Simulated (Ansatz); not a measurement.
Cu, space group I4/mmm: a scan of the energy under strain, run with Ansatz 0.2.0 through its Python package.

`cu_strain.py`
```python
"""Energy of Cu under rhombohedral strain, ions carried with the cell."""

import warnings

import ansatz as az
import numpy as np
from tabulate import tabulate

FUNCTIONAL = "LDA"
KMESH = (17, 17, 17)

vectors0 = np.array([
    [-1.44279, 1.44279, 1.37608],
    [1.44279, -1.44279, 1.37608],
    [1.44279, 1.44279, -1.37608],
])
sites = [
    ("Cu", [0.0, 0.0, 0.0]),
]


def crystal_on(cell):
    crystal = az.Crystal(lattice=az.Lattice.of(cell))
    for symbol, position in sites:
        crystal = crystal.atom(symbol, position)
    return crystal


def main() -> None:
    warnings.simplefilter("ignore", az.DeckWarning)

    # clamped ions: the fractional positions stay as typed
    values = np.linspace(-0.02, 0.02, 5)
    energies = []
    for d in values:
        strain = d / 2 * (np.ones((3, 3)) - np.eye(3))
        cell = vectors0 @ (np.eye(3) + strain)
        job = (
            crystal_on(cell).calculation()
            .basis(35 * az.Ry)
            .functional(FUNCTIONAL)
            .pseudopotentials("paw")
            .occupations(az.OccupationsMethod.FERMI_DIRAC)
            .kpoints(*KMESH)
            .stress()
        )
        r = job.run(threads=1).report
        energies.append(r["free_energy_ev"] / len(sites))
        s = r["stress_gpa"]
        print(f"d = {d:+.4f}  stress xx yy zz xy (GPa, compression positive): {s[0][0]:8.3f} {s[1][1]:8.3f} {s[2][2]:8.3f} {s[0][1]:8.3f}")
    energies = np.array(energies)

    print(tabulate(zip(values, 1000 * (energies - energies.min())), headers=["strain", "dE (meV/atom)"], floatfmt=".3f"))
    curvature = 2 * np.polyfit(values, energies, 3)[1]
    volume = abs(np.linalg.det(vectors0)) / len(sites)
    print(f"d2E/dd2 over the volume: {curvature / volume * 160.21766:.1f} GPa")


if __name__ == "__main__":
    main()
```

How much energy does this rhombohedral strain cost, and what curvature follows?

Against the unstrained cell the energy per atom changes by +4.82 meV at one end of the scan and +4.31 meV at the other, and its second derivative over the volume is 319.0 GPa.

The output:

```console
$ python cu_strain.py
d = -0.0200  stress xx yy zz xy (GPa, compression positive):   -7.376   -7.376   -7.855    2.542
d = -0.0100  stress xx yy zz xy (GPa, compression positive):   -7.580   -7.580   -8.000    1.230
d = +0.0000  stress xx yy zz xy (GPa, compression positive):   -7.648   -7.648   -8.047   -0.000
d = +0.0100  stress xx yy zz xy (GPa, compression positive):   -7.584   -7.584   -8.001   -1.151
d = +0.0200  stress xx yy zz xy (GPa, compression positive):   -7.399   -7.399   -7.864   -2.222
  strain    dE (meV/atom)
--------  ---------------
  -0.020            4.820
  -0.010            1.171
   0.000            0.000
   0.010            1.108
   0.020            4.305
d2E/dd2 over the volume: 319.0 GPa
```

What to keep in mind:
- The curvature belongs to this strain pattern and to the cell's stress; it equals a single elastic constant only for simple patterns.
- In a metal a curvature from energy changes of a few meV or less hangs on mesh and smearing, in size and even in sign.
- At these settings the cell as given stands under about -8 GPa, so it isn't at this functional's equilibrium volume.
- This isn't the structure that Cu takes at ambient conditions.
- The ions keep their fractional positions (clamped ions).
- Wall time of the script: 64 s on 1 thread of Arm Neoverse V1 (shared host), peak memory 0.58 GiB.
